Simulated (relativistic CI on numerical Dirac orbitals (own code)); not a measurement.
**Tm³⁴⁺: how the levels respond to the fine-structure constant and the nuclear radius**

How sensitive are the low transitions of Tm³⁴⁺ to a change of α? Wanted is q = dE/dx with x = (α/α0)² − 1, and the field-shift factor by the mean square nuclear radius, for the lowest 30 levels.

Method: Dirac-Coulomb-Breit CI, KLI orbitals optimised for each configuration, derivatives by finite differences. Code: relativistic CI on numerical Dirac orbitals (own code) version 4.

## 1. The system

- ion: Tm³⁴⁺ (Tm XXXV)
- nuclear charge: 69
- electrons: 35
- isotope: A = 169
- first configuration: [Ar] 3d10 4s2 4p5

The outer shells:

[Ar] 3d10 4s2 4p5
```
[Ar] core
3d [↑↓][↑↓][↑↓][↑↓][↑↓]
4s [↑↓]
4p [↑↓][↑↓][↑ ]
```

## 2. Levels and derivatives

The run's settings:

```ini
atom Tm  Z=69  charge=34  electrons=35
nucleus A=169  rms_radius_fm=5.2256
hamiltonian dirac-coulomb  breit=on  qed=off  c_scale=1
orbitals kli  potential=per-configuration
slater_scale 1
correlation none
mixing on
configurations
  [Ar] 3d10 4s2 4p5
  [Ar] 3d10 4s 4p6
  [Ar] 3d10 4s2 4p4 4d
  [Ar] 3d10 4s 4p5 4d
  [Ar] 3d10 4s2 4p4 4f
  [Ar] 3d10 4s 4p5 4f
end
derivatives alpha2 +-0.01 radius +-1%
```

On the command line:

```bash
$ python run_levels.py task.json out
```

One command runs all members of the session, one after another, from task.json.

**Question.** What will these runs give? Wanted: lowest level; largest q in size, lowest 30 levels; largest K in size within the lowest configuration; largest field-shift factor among them.

The runs gave:

| quantity | value |
| --- | --- |
| lowest level | 4p5 2P°3/2 |
| largest q in size, lowest 30 levels | 1.191e+06 cm⁻¹ (4p4 4d [4p3/2^4 4d3/2] J=3/2) |
| largest K in size within the lowest configuration | 2.36 (4p5 2P°1/2) |
| largest field-shift factor among them | -522 GHz/fm² (4s 4p6 2S1/2 + 4p4 4d 4P) |

In words: Among these levels the largest q belongs to 4p4 4d [4p3/2^4 4d3/2] J=3/2, a change of configuration. The fine-structure partner 2P°1/2 has K = 2.36, away from the 2 of a pure α² interval, since levels mix. K = 2q/E, the relative sensitivity of a level, hangs on the computed energy: between configurations that lie close it can be off by a factor of several.
